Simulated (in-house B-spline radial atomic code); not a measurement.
# Ce²⁰⁺: excited configurations

Wanted: excitation energies of Ce²⁰⁺ as differences of total energies (ΔSCF).

Program: in-house B-spline radial atomic code version 1. Level of theory: Dirac-Hartree-Fock, average of configuration, Fermi nucleus, basis-set limit. These are calculated values, not measurements, unless marked.

## Step 1: Starting point

```
element       : cerium (Z = 58)
charge        : +20
electrons     : 38
configuration : [Kr] 4d2
Hamiltonian   : Dirac-Coulomb
nucleus       : Fermi, rms radius 4.877 fm
```

The outer shells:

[Kr] 4d2
```
[Kr] core
4d [↑ ][↑ ][  ][  ][  ]
```

The boxes draw the filling by Hund's rule, which heavy ions in jj coupling don't follow; these runs average over all states of the configuration.

Settings, as recorded:

```ini
Z = 58
electrons = 38.0
configuration = [Kr] 4d2
hamiltonian = dirac
method = hf
spin_polarised = False
nucleus = fermi
rms_radius = 4.8771
mass_number = 140
atomic_mass = 139.905448433
speed_of_light = 137.035999084
```

The reference is known from an earlier run: -8698.368850 hartree in all. Up to eight levels, counted from the top:

```tsv
orbital	occupation	energy (eV)	<r> (bohr)
3p3/2	4	-1729.65	0.2767
3d3/2	4	-1448.21	0.2483
3d5/2	6	-1428.73	0.2519
4s1/2	2	-772.30	0.5984
4p1/2	2	-703.09	0.6072
4p3/2	4	-679.70	0.6264
4d3/2	0.8	-578.66	0.6383
4d5/2	1.2	-574.13	0.6442
```

## Step 2: [Kr] 4d1 5s1

Settings, as recorded:

```ini
Z = 58
electrons = 38.0
configuration = [Kr] 4d1 5s1
hamiltonian = dirac
method = hf
spin_polarised = False
nucleus = fermi
rms_radius = 4.8771
mass_number = 140
atomic_mass = 139.905448433
speed_of_light = 137.035999084
```

## Step 3: [Ar] 3d10 4s2 4p5 4d2 6s1

Changes to the settings of step 2:

```diff
@@ -2,3 +2,3 @@
 electrons = 38.0
-configuration = [Kr] 4d1 5s1
+configuration = [Ar] 3d10 4s2 4p5 4d2 6s1
 hamiltonian = dirac
```

## Step 4: [Ar] 3d10 4s2 4p5 4d2 8p1

Changes to the settings of step 3:

```diff
@@ -2,3 +2,3 @@
 electrons = 38.0
-configuration = [Ar] 3d10 4s2 4p5 4d2 6s1
+configuration = [Ar] 3d10 4s2 4p5 4d2 8p1
 hamiltonian = dirac
```

## Step 5: [Ar] 3d9 4s2 4p6 4d2 4f1

Changes to the settings of step 4:

```diff
@@ -2,3 +2,3 @@
 electrons = 38.0
-configuration = [Ar] 3d10 4s2 4p5 4d2 8p1
+configuration = [Ar] 3d9 4s2 4p6 4d2 4f1
 hamiltonian = dirac
```

## Step 6: Run with [Kr] 4d1 5p1

Changes to the settings of step 5:

```diff
@@ -2,3 +2,3 @@
 electrons = 38.0
-configuration = [Ar] 3d9 4s2 4p6 4d2 4f1
+configuration = [Kr] 4d1 5p1
 hamiltonian = dirac
```

Q: How far above the reference does each configuration lie (order and size, in eV)?

As calculated:

| net move | configuration | energy above the reference (eV) | with Breit, QED, recoil (eV) | largest <r> (bohr) |
| --- | --- | --- | --- | --- |
| 4d → 5s | [Kr] 4d1 5s1 | 175.06 | 175.25 | 1.09 |
| 4d → 5p | [Kr] 4d1 5p1 | 206.83 | 206.91 | 1.15 |
| 4p → 6s | [Ar] 3d10 4s2 4p5 4d2 6s1 | 435.96 | 435.58 | 1.73 |
| 4p → 8p | [Ar] 3d10 4s2 4p5 4d2 8p1 | 566.73 | 566.24 | 3.56 |
| 3d → 4f | [Ar] 3d9 4s2 4p6 4d2 4f1 | 967.63 | 966.79 | 0.636 |

Quantum defects of the promoted electron, δ = n − ζ/√(−2ε) with ζ = 21 and ε its orbital energy in hartree:

| promotion | δ |
| --- | --- |
| 4d → 5s | 1.128 |
| 4d → 5p | 0.964 |
| 4p → 6s | 1.108 |
| 4p → 8p | 0.926 |

What this shows: At the bottom stands 4d → 5s (175.06 eV), at the top 3d → 4f (967.63 eV). 1 of them lies more than 2 % above the ionisation threshold that Koopmans' theorem gives (574.13 eV), where such states can decay by emitting an electron. Of those tabulated, the defect is largest for 5s (1.13) and least for 8p (0.93); at this charge much of the defect is relativistic. Two partly filled shells share a symmetry and can mix in the average, which may lower the energy, for: 4p → 8p; 3d → 4f. These are averages over configurations, without correlation, not spectroscopic levels.
